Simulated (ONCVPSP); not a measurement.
**Pseudopotential generation for Li: ONCV, PBEsol**

Do these settings give a usable potential? It is generated, then checked for transferability, scattering, ghosts and hardness.

The numbers are computed with ONCVPSP 4.0.1 (PBEsol, scalar-relativistic, spin-unpolarised reference atom).

**1. The atom and the settings**

The settings as typed:

- element: lithium (Li, Z = 3)
- type: optimised norm-conserving Vanderbilt (ONCV)
- frozen core: none
- valence charge: 3
- reference configuration: 1s2 (charge +1)
- partial waves: 1s: rc 0.70 bohr, ncon 4, nbas 8, qcut 21.7 1/bohr, 2 projectors, debl 3.1 Ha; p scattering state at 0.05 Ha: rc 0.60 bohr, ncon 3, nbas 8, qcut 14 1/bohr, 3 projectors, debl 2.1 Ha
- local potential: polynomial inside 0.40 bohr (lpopt 5, dvloc0 0 Ha)
- core correction: not asked for

**2. The generation run**

Input file Li.dat:

```
# ATOM AND REFERENCE CONFIGURATION
# atsym  z   nc   nv     iexc    psfile
  Li 3.00    0    1  -116133      upf
#
#   n    l    f
    1    0    2.00
#
# PSEUDOPOTENTIAL AND OPTIMIZATION
# lmax
    1
#
#   l,   rc,      ep,       ncon, nbas, qcut
    0    0.70    0.00    4    8   21.70
    1    0.60    0.05    3    8   14.00
#
# LOCAL POTENTIAL
# lloc, lpopt,  rc(5),   dvloc0
    4    5    0.40    0.00
#
# VANDERBILT-KLEINMAN-BYLANDER PROJECTORs
# l, nproj, debl
    0    2    3.10
    1    3    2.10
#
# MODEL CORE CHARGE
# icmod, fcfact, rcfact
    0    0.00    0.00
#
# LOG DERIVATIVE ANALYSIS
# epsh1, epsh2, depsh
   -4.00    5.00    0.02
#
# OUTPUT GRID
# rlmax, drl
    6.00    0.01
#
# TEST CONFIGURATIONS
# ncnf
    4
# nvcnf
#   n    l    f
    2
    1    0    2.00
    2    0    1.00
#
    2
    1    0    2.00
    2    0    0.50
#
    2
    1    0    2.00
    2    1    1.00
#
    2
    1    0    1.00
    2    0    1.00
#
```

Run with:

```sh
$ oncvpsp.x < Li.dat > Li.out
```

What does the calculation give? Wanted: cutoffs for 1 and 0.1 mHa per electron, occupied waves; bound ghosts; GHOST(+) flags; largest test error; largest phase difference near zero energy, channels read.

**Answer**, as computed:

```
                                                quantity                                   value
  cutoffs for 1 and 0.1 mHa per electron, occupied waves                       117 Ha and 147 Ha
                                            bound ghosts                         p at -118.99 eV
                                          GHOST(+) flags                      none at low energy
                            largest test error (AE − PS)  +79 meV, for 1s1 2s1 (1 test unsolved)
largest phase difference near zero energy, channels read                               0.016 rad
```

In words: It has a bound ghost (p), a state that the atom doesn't have, and that rules the file out. The worst unpolarised test, 1s1 2s1, is off by 79 meV on 62.6 eV; by total energies transferability rates as fair where solved. That test lies far up in energy; among those under 40 eV, nearer to bonding, the largest error is 0.1 meV. Of the tests 1 gave no usable energy difference, which is a warning in itself. By its cutoff, 117 Ha for the looser tolerance, it is very hard. Near zero energy the phases of the channels with partial waves agree within 0.016 rad.
